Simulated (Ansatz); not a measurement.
Geometry optimisation, DFT PBE, scalar-relativistic, plane waves, PAW in Ansatz.

The input (input.yaml):

```yaml
crystal:
  lattice:
    - [7.67918, 0.0, 0.0]
    - [3.83959, 6.650365, 0.0]
    - [0.0, 0.0, 18.868765]
  atoms:
    - { symbol: H, position: [0.1666667, 0.1666667, 0.0529976] }
    - { symbol: H, position: [0.6666667, 0.1666667, 0.0529976] }
    - { symbol: H, position: [0.1666667, 0.6666667, 0.0529976] }
    - { symbol: H, position: [0.6666667, 0.6666667, 0.0529976] }
    - { symbol: Si, position: [0.1666667, 0.1666667, 0.1324941] }
    - { symbol: Si, position: [0.6666667, 0.1666667, 0.1324941] }
    - { symbol: Si, position: [0.1666667, 0.6666667, 0.1324941] }
    - { symbol: Si, position: [0.6666667, 0.6666667, 0.1324941] }
    - { symbol: Si, position: [-0.1666667, 0.3333333, 0.1740312] }
    - { symbol: Si, position: [0.3333333, 0.3333333, 0.1740312] }
    - { symbol: Si, position: [-0.1666667, 0.8333333, 0.1740312] }
    - { symbol: Si, position: [0.3333333, 0.8333333, 0.1740312] }
    - { symbol: Si, position: [-0.1666667, 0.3333333, 0.2986423] }
    - { symbol: Si, position: [0.3333333, 0.3333333, 0.2986423] }
    - { symbol: Si, position: [-0.1666667, 0.8333333, 0.2986423] }
    - { symbol: Si, position: [0.3333333, 0.8333333, 0.2986423] }
    - { symbol: Si, position: [0.0, 0.0, 0.3401794] }
    - { symbol: Si, position: [0.5, 0.0, 0.3401794] }
    - { symbol: Si, position: [0.0, 0.5, 0.3401794] }
    - { symbol: Si, position: [0.5, 0.5, 0.3401794] }
    - { symbol: H, position: [0.0, 0.5, 0.417026] }
    - { symbol: H, position: [0.5, 0.5, 0.417026] }
    - { symbol: Sb, position: [0.4857798, 0.8439338, 0.4578341], spin: 1.0 }
magnetization:
  spin_polarized: true
basis:
  ecutwfc: 420.0
kpoints:
  mp_grid: { grid: [2, 2, 1] }
hamiltonian:
  xc: pbe
  pseudopotentials: { kind: paw, azcp: { folder: soft_1 } }
scf:
  occupations: { method: gaussian, width: 0.05 }
  lower_state_search: "off"
relax:
  f_tol: 0.03
  max_steps: 60
  adjacent_minimum: "off"
  constraints: [{ sites: [0, 1, 2, 3, 4, 5, 6, 7] }]
output:
  write_density: true
  write_potential: true
  elf: true
  volumetric_format: npy
```

Command:

```bash
$ ansatz run input.yaml --threads 2 --pin off --max-ram 5120MiB --backend cpu --events-out ev --progress --plain --runs-dir out
```

Task: Where does it end, and by what steps?

Result: The run converged. Limits of this set-up: coarse k mesh, thin slab, slab without dipole correction. After 11 steps the energy has fallen by 1.261 eV; Sb23 moved furthest, 1.58 Å. Joined: Si17–Sb23 (3.98 → 2.69 Å).

```tsv
step	energy less start (eV)	largest force component (eV/Å)	accepted
0	0.0000	1.128	yes
1	-0.2010	0.443	yes
2	-0.3111	0.360	yes
3	-0.4257	0.441	yes
4	-0.5843	0.623	yes
5	-0.7867	0.723	yes
6	-1.0189	0.689	yes
7	-1.1710	0.347	yes
8	-1.2215	0.175	yes
9	-1.2560	0.131	yes
10	-1.2603	0.041	yes
11	-1.2607	0.010	yes
```

```xyz
23
Lattice="7.6792 0.0000 0.0000 3.8396 6.6504 0.0000 0.0000 0.0000 18.8688" Properties=species:S:1:pos:R:3
H 1.920 1.108 1.000
H 5.759 1.108 1.000
H 3.840 4.434 1.000
H 7.679 4.434 1.000
Si 1.920 1.108 2.500
Si 5.759 1.108 2.500
Si 3.840 4.434 2.500
Si 7.679 4.434 2.500
Si 0.001 2.215 3.265
Si 3.839 2.215 3.264
Si 1.920 5.567 3.378
Si 5.759 5.524 3.156
Si 0.044 2.207 5.621
Si 3.794 2.207 5.619
Si 1.918 5.632 5.850
Si 5.758 5.462 5.449
Si 0.182 0.007 6.459
Si 3.655 0.008 6.460
Si 1.919 3.363 6.434
Si 5.758 3.273 6.335
H 1.922 3.229 7.934
H 5.756 3.363 7.838
Sb 5.760 6.623 8.514
```

The run took 5.2 min on 2 threads of Arm Neoverse V1 (shared host), peak memory 1.5 GiB.
